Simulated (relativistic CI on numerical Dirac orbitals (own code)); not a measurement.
**Yb³⁺: 4s photoemission multiplets**

Aim: the 4s photoemission spectrum of Yb³⁺ in 3 surroundings, from the same atomic integrals.

Program: relativistic CI on numerical Dirac orbitals (own code) version 1. Level of theory: Dirac-Coulomb-Breit CI, KLI orbitals optimised for each configuration, model QED (radiative potential, 1s self-energy scaled to tabulated hydrogen-like ionisation energies), valence Slater integrals scaled by 0.8, multiplet model of photoemission in the sudden approximation in a parametric crystal field. These are calculated values, not measurements, unless marked.

### Step 1. The atom as given

- ion: Yb³⁺ (Yb IV)
- nuclear charge: 70
- electrons: 67
- configurations: [Xe] 4f13 → [Ar] 3d10 4s 4p6 4d10 4f13 5s2 5p6
- temperature: 300 K
- widths: Lorentz 3 eV, Gauss 0.7 eV
- surrounding 1: D3d, B20 = -160, B40 = -550, B43 = 510, B60 = -140, B63 = -550, B66 = 280 cm⁻¹
- surrounding 2: Oh, B40 = 1970, B60 = 490 cm⁻¹
- surrounding 3: C2v, B20 = -290, B22 = -30, B40 = -380, B42 = -190, B44 = 340, B60 = 180, B62 = -340, B64 = -180, B66 = -20 cm⁻¹

### Step 2. Surrounding 1: D3d, B20 = -160, B40 = -550, B43 = 510, B60 = -140, B63 = -550, B66 = 280

Settings, as recorded:

```ini
atom Yb  Z=70  charge=3  electrons=67
nucleus A=174  rms_radius_fm=5.3108
hamiltonian dirac-coulomb  breit=on  qed=on  c_scale=1
orbitals kli  potential=per-configuration
slater_scale 0.8
correlation none
mixing on
configurations
  [Xe] 4f13
  [Ar] 3d10 4s 4p6 4d10 4f13 5s2 5p6
end
photoemission 4s T=300 lorentz=3 gauss=0.7
crystal_field D3d B20=-160 B40=-550 B43=510 B60=-140 B63=-550 B66=280
```

### Step 3. Surrounding 2: Oh, B40 = 1970, B60 = 490

Settings: those of step 2 with these lines changed.

```diff
@@ -12,2 +12,2 @@
 photoemission 4s T=300 lorentz=3 gauss=0.7
-crystal_field D3d B20=-160 B40=-550 B43=510 B60=-140 B63=-550 B66=280
+crystal_field Oh B40=1970 B60=490
```

### Step 4. Surrounding 3: C2v, B20 = -290, B22 = -30, B40 = -380, B42 = -190, B44 = 340, B60 = 180, B62 = -340, B64 = -180, B66 = -20

Settings: those of step 3 with these lines changed.

```diff
@@ -12,2 +12,2 @@
 photoemission 4s T=300 lorentz=3 gauss=0.7
-crystal_field Oh B40=1970 B60=490
+crystal_field C2v B20=-290 B22=-30 B40=-380 B42=-190 B44=340 B60=180 B62=-340 B64=-180 B66=-20
```

(Steps that only read results are left out.)

What does the calculation give? Wanted: highest peak, first run; ground spin.

**Answer**, as computed:

| surrounding | ground S | centroid (eV) | spread (eV) | up to four highest peaks (% of the highest), eV |
| --- | --- | --- | --- | --- |
| 1: D3d | 0.50 | 530.35 | 1.41 | 529.8 (100) |
| 2: Oh | 0.50 | 530.35 | 1.41 | 529.8 (100) |
| 3: C2v | 0.50 | 530.35 | 1.41 | 529.8 (100) |

```
                           quantity     value
            highest peak, first run  529.8 eV
ground spin (effective S from ⟨S²⟩)      0.50
```

**Reading.** The highest peak stays in place, within the step of the energy grid, in all surroundings. Energies are those of the free ion without screening by ligands; binding energies in solids differ by tens of eV. The exchange splitting of an s hole comes out too large without intra-shell correlation.
